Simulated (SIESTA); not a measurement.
The system is As2S.

```
As S
1.0
    -3.50648    3.50648    2.48592
     3.50648   -3.50648    2.48592
     3.50648    3.50648   -2.48592
As S
4 2
Direct
  0.87500 0.12500 0.25000
  0.87500 0.62500 0.75000
  0.37500 0.12500 0.25000
  0.87500 0.12500 0.75000
  0.25000 0.75000 0.50000
  0.50000 0.50000 0.00000
```

The cell comes from a database or a generator and needn't be the stable form of this composition.

Program: SIESTA 5.4.2. Alike in all runs: task band structure; no spin polarisation; cell as given; k mesh 7 × 7 × 7; smearing fermi-dirac 0.05 eV; grid cutoff 500 Ry; energy shift 0.003 Ry.

Problem. Order these runs on this cell by their pressure, lowest first.
A. level PBEsol; potentials or basis PseudoDojo 0.4 standard (PBEsol files), DZP (energy shift 0.003 Ry; two zetas on semicore shells)
B. level PBEsol; potentials or basis PseudoDojo 0.4 standard (PBEsol files), SZP (energy shift 0.003 Ry)
C. level LDA; potentials or basis PseudoDojo 0.4 standard (LDA files), DZP (energy shift 0.003 Ry; two zetas on semicore shells)
D. level PBEsol; potentials or basis PseudoDojo 0.4 standard (PBEsol files), SZ (energy shift 0.003 Ry)

Solution. C (-2.6 GPa), A (-1.0 GPa), B (2.8 GPa), D (11.9 GPa).

Caveats: the basis of atomic orbitals isn't converged, which shifts pressures, moduli and gaps; the basis has no polarisation orbitals (some runs).
